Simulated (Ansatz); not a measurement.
# GaH6NOSi2: the cost of one run

Method: PBE/def2-SVP; program: Ansatz 0.2.0, Gaussian basis.

### Step 1. Structure used throughout

An earlier PBE0-D4 in a triple-zeta def2 set relaxation fixed the geometry.

11 atoms, charge 0, spin multiplicity 1.

Atoms are counted from 1 here; the program's logs count them from 0.

Bond lengths: N1–Ga2 1.800 Å, N1–H6 1.004 Å, N1–H7 1.006 Å, Ga2–O3 1.851 Å, Ga2–Si5 2.398 Å, O3–Si4 1.647 Å, Si4–Si5 2.366 Å, Si4–H8 1.490 Å, Si4–H9 1.490 Å, Si5–H10 1.488 Å, Si5–H11 1.488 Å. Angles: Ga2–N1–H6 124.6°, Ga2–N1–H7 122.5°, H6–N1–H7 112.9°, N1–Ga2–O3 115.9°, N1–Ga2–Si5 156.0°, O3–Ga2–Si5 88.1°, Ga2–O3–Si4 105.9°, O3–Si4–Si5 94.2°, O3–Si4–H8 112.7°, O3–Si4–H9 112.7°, Si5–Si4–H8 114.3°, Si5–Si4–H9 114.3°, H8–Si4–H9 108.3°, Ga2–Si5–Si4 71.8°, Ga2–Si5–H10 116.1°, Ga2–Si5–H11 116.0°, Si4–Si5–H10 119.7°, Si4–Si5–H11 119.6° and more.

### Step 2. The run

in.yaml reads:

```yaml
crystal:
  periodic: [false, false, false]
  atoms:
    - {symbol: N, position_ang: [-1.400464, 2.333376, -0.331463]}
    - {symbol: Ga, position_ang: [-0.412609, 0.831388, -0.239628]}
    - {symbol: O, position_ang: [-0.721927, -0.249939, 1.230945]}
    - {symbol: Si, position_ang: [0.300510, -1.530841, 1.071600]}
    - {symbol: Si, position_ang: [1.232112, -0.757687, -0.961711]}
    - {symbol: H, position_ang: [-1.341977, 3.010356, -1.071191]}
    - {symbol: H, position_ang: [-2.082701, 2.575537, 0.367450]}
    - {symbol: H, position_ang: [-0.419614, -2.830131, 0.961520]}
    - {symbol: H, position_ang: [1.275441, -1.630298, 2.193464]}
    - {symbol: H, position_ang: [2.639273, -0.274462, -0.991733]}
    - {symbol: H, position_ang: [0.931965, -1.477300, -2.229242]}
basis:
  gaussian: {orbitals: def2-SVP}
magnetization: {spin_polarized: true, initial_magnetization: 0}
hamiltonian: {xc: {name: PBE}}
md: {timestep: 0.5 fs, n_steps: 50, ensemble: nvt_langevin, temperature: 300, initial_velocities: maxwell_boltzmann, friction: 0.01, seed: 285}
```

Started as:

```bash
ansatz run in.yaml --threads 4 --pin off --events-out ev --progress --plain --max-ram 10444MiB
```

Q: Estimate wall time and peak memory on 4 threads of Arm Neoverse V1, shared host.

About 2.1 min, with a peak of 0.53 GiB.
